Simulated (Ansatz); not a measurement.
# InAs: the cost of one run

Program: Ansatz 0.2.0. Level of theory: DFT r2SCAN, scalar-relativistic, plane waves, PAW. These are calculated values, not measurements.

The COD entry's cell or inner coordinates are ideal or old and differ from later refinements, so a difference from it is no clean test against experiment.

1 further run of the same task is left out (set aside as unsound or not needed). Runs told in other sessions of the task aren't counted.

## (1) The structure to begin with

It takes space group F-43m (No. 216, cubic). Conventional cell: a = 6.110 Å, b = 6.110 Å, c = 6.110 Å, α = 90.00°, β = 90.00°, γ = 90.00°. In (site symmetry -43m) is surrounded by 4 As at 2.65 Å. As (site symmetry -43m) is surrounded by 4 In at 2.65 Å.

Structure file:

```
CELL_PARAMETERS angstrom
0.00000 3.05509 3.05509
3.05509 0.00000 3.05509
3.05509 3.05509 0.00000
ATOMIC_POSITIONS crystal
In 0.00000 0.00000 0.00000
As 0.75000 0.75000 0.75000
```

This cell was relaxed beforehand with the same method: volume 28.51 Å³/atom, gap on the mesh 0.08 eV.

## (2) The undisturbed cell

input.yaml reads:

```yaml
crystal:
  lattice:
    - [0.0, 3.055085452, 3.055085452]
    - [3.055085452, 0.0, 3.055085452]
    - [3.055085452, 3.055085452, 0.0]
  atoms:
    - { symbol: In, position: [0.0, 0.0, 0.0] }
    - { symbol: As, position: [0.75, 0.75, 0.75] }
basis:
  ecutwfc: 500
kpoints:
  mp_grid: { grid: [10, 10, 10] }
hamiltonian:
  xc: r2scan
scf:
  occupations: { method: gaussian, width: 0.03 }
output:
  forces: true
  stress: true
  eigenvalues: true
```

Started as:

```console
> ansatz run input.yaml --threads 1 --pin off --max-ram 2560MiB --backend cpu --events-out ev --progress --plain --runs-dir out
```

Q: Estimate wall time and peak memory on 1 thread of Intel Xeon at 2.50GHz (Skylake/Cascade Lake), shared host.

About 18 s, with a peak of 0.53 GiB.
